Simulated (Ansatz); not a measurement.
# MnSe: the cost of one run

Method: DFT PBEsol, scalar-relativistic, plane waves, PAW, in Ansatz 0.2.0.

**1. Starting point**

The structure is cubic, space group F-43m (No. 216). The conventional cell has a = 5.820 Å, b = 5.820 Å, c = 5.820 Å, α = 90.00°, β = 90.00°, γ = 90.00°. Mn (site symmetry -43m) has 4 Se at 2.52 Å in its first shell of neighbours. Around Se (site symmetry -43m) lie 4 Mn at 2.52 Å.

As a file:

```cif
data_structure
_symmetry_space_group_name_H-M 'P 1'
_symmetry_Int_Tables_number 1
_cell_length_a 4.1154
_cell_length_b 4.1154
_cell_length_c 4.1154
_cell_angle_alpha 60.000
_cell_angle_beta 60.000
_cell_angle_gamma 60.000
_cell_volume 49.28
loop_
_atom_site_label
_atom_site_type_symbol
_atom_site_fract_x
_atom_site_fract_y
_atom_site_fract_z
_atom_site_occupancy
Mn1 Mn 0.00000 0.00000 0.00000 1
Se1 Se 0.75000 0.75000 0.75000 1
```

No relaxation comes first: the listed cell is the starting point.

**2. The undisturbed cell**

File input.yaml:

```yaml
crystal:
  lattice:
    - [0.0, 2.91, 2.91]
    - [2.91, 0.0, 2.91]
    - [2.91, 2.91, 0.0]
  atoms:
    - { symbol: Mn, position: [0.0, 0.0, 0.0], spin: 4.58 }
    - { symbol: Se, position: [0.75, 0.75, 0.75] }
basis:
  ecutwfc: 420
kpoints:
  mp_grid: { grid: [16, 16, 16] }
hamiltonian:
  xc: pbesol
scf:
  occupations: { method: gaussian, width: 0.15 }
output:
  forces: true
  stress: true
  eigenvalues: true
  populations: true
  write_density: true
  write_potential: true
  elf: true
  volumetric_format: npy
magnetization:
  spin_polarized: true
```

Started as:

```
ansatz run input.yaml --threads 1 --pin off --max-ram 2560MiB --backend cpu --events-out ev --progress --plain --runs-dir out
```

Q: Estimate wall time and peak memory on 1 thread of Arm Neoverse V1, shared host.

About 47 s, with a peak of 0.56 GiB.
